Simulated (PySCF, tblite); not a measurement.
**C₇H₁₀NS−: infrared bands and NMR shifts**

Aim: predict the infrared bands and NMR shifts of C₇H₁₀NS− (`CC(C)[C@@]1([S-])C[C@H]1C#N`).

Programs: tblite 0.8.0 and PySCF 2.14.0, with density-fitted response routines of our own. Each step states its level of theory. These are calculated values for one molecule in the gas phase, unless marked as measured. Atoms are numbered from 0 throughout.

### Step 1. The starting structure

19 atoms, charge -1, multiplicity 1; geometry from: GFN2-xTB.

Bonds of the start (Å): C0–C1 1.53, C1–C2 1.53, C1–C3 1.52, C3–S4 1.75, C3–C5 1.50, C5–C6 1.52, C6–C7 1.40, C7–N8 1.16, C6–C3 1.56, C0–H9 1.09, C0–H10 1.09, C0–H11 1.09, C1–H12 1.10, C2–H13 1.09, C2–H14 1.09, C2–H15 1.09, C5–H16 1.08, C5–H17 1.08, C6–H18 1.08.

### Step 2. Vibrational analysis with GFN2-xTB

What the job is given:

```
{"job": {"kind": "ir", "xc": "GFN2-xTB", "basis": "xTB"}, "charge": -1, "multiplicity": 1}
C     -1.955141     0.367236     0.483961
C     -0.684276    -0.261210    -0.083168
C     -0.859324    -0.594660    -1.561546
C      0.475421     0.710747     0.096212
S      0.343042     2.243644    -0.746715
C      1.214695     0.651437     1.395492
C      1.895312     0.072995     0.171315
C      2.075997    -1.309387     0.061854
N      2.214523    -2.451207    -0.053044
H     -2.816629    -0.282752     0.329352
H     -2.127919     1.318356    -0.015425
H     -1.841744     0.556429     1.550836
H     -0.461387    -1.186568     0.468444
H     -1.753515    -1.196146    -1.725234
H     -0.942773     0.335510    -2.121010
H      0.006728    -1.144293    -1.926950
H      1.630035     1.568452     1.790502
H      0.889727    -0.053334     2.153614
H      2.687424     0.664000    -0.275951
```

**Question.** This job is followed by: GIAO PBE0/pcSseg-1 NMR shielding, non-relativistic, gas phase. Predict these results of the whole session: strongest single infrared mode (GFN2-xTB); zero-point energy (GFN2-xTB); ¹³C shifts against TMS (PBE0/pcSseg-1); ¹H shifts against TMS (PBE0/pcSseg-1, means over atoms taken as alike); ³³S shifts against CS2 (PBE0/pcSseg-1); ¹⁵N shifts against NH3 (PBE0/pcSseg-1).

As calculated:

| quantity | value |
| --- | --- |
| strongest single infrared mode (GFN2-xTB) | 2323 cm⁻¹, 924 km/mol |
| zero-point energy (GFN2-xTB) | 95.1 kcal/mol |
| ¹³C shifts against TMS (PBE0/pcSseg-1) | 132.4, 54.7, 39.3, 36.4, 23.4, 22.4, 18.4 ppm |
| ¹H shifts against TMS (PBE0/pcSseg-1, means over atoms taken as alike) | 1.32, 1.29, 1.10, 0.92, 0.84, 0.82 ppm |
| ³³S shifts against CS2 (PBE0/pcSseg-1) | -130 ppm |
| ¹⁵N shifts against NH3 (PBE0/pcSseg-1) | 274.8 ppm |

In words: All 51 modes are real, so the xTB geometry is a minimum. The strongest single mode, at 2323 cm⁻¹, moves mainly C7 and N8. Unscaled tight-binding wavenumbers are off by several per cent, some by more. Its intensities can rank the bands wrongly.
